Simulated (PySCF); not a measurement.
# C2H7BGe: the cost of one run

Computed with PySCF 2.14.0, with density-fitted response routines of our own, on a single molecule in the gas phase. Atoms are numbered from 0 throughout.

### Step 1. Starting geometry

11 atoms, charge 0, multiplicity 1; geometry from: GFN2-xTB.

Bonds of the start (Å): B0–Ge1 2.00, Ge1–C2 1.96, C2–C3 1.32, B0–H4 1.17, B0–H5 1.17, Ge1–H6 1.51, Ge1–H7 1.51, C2–H8 1.08, C3–H9 1.08, C3–H10 1.08.

### Step 2. Ultraviolet spectrum: B3LYP/def2-SVPD

Job settings and geometry (Å):

```
{"job": {"kind": "uv", "xc": "B3LYP", "basis": "def2-SVPD", "nstates": 8, "ntriplets": 3}, "charge": 0, "multiplicity": 1}
B      2.132830     0.489343     0.424269
Ge     0.673146    -0.368788    -0.644865
C     -1.006159    -0.447649     0.364917
C     -2.077165     0.281713     0.105595
H      2.569900     1.531306     0.136414
H      2.542857    -0.027135     1.387288
H      0.318989     0.273467    -1.959479
H      0.951023    -1.801975    -1.024931
H     -1.023315    -1.126818     1.209356
H     -2.979606     0.224766     0.696908
H     -2.097075     0.974439    -0.721435
```

Method: TDDFT B3LYP/def2-SVPD, vertical, gas phase, core orbitals frozen in the response.

Run with:

```sh
OMP_NUM_THREADS=1 python probes_run.py task.json out
```

This one command runs all jobs of the session in turn.

**Question.** How long does this first job take on 1 thread of AMD EPYC, shared host, and how much memory does it need?

About 43 s, with a peak of 0.64 GiB.
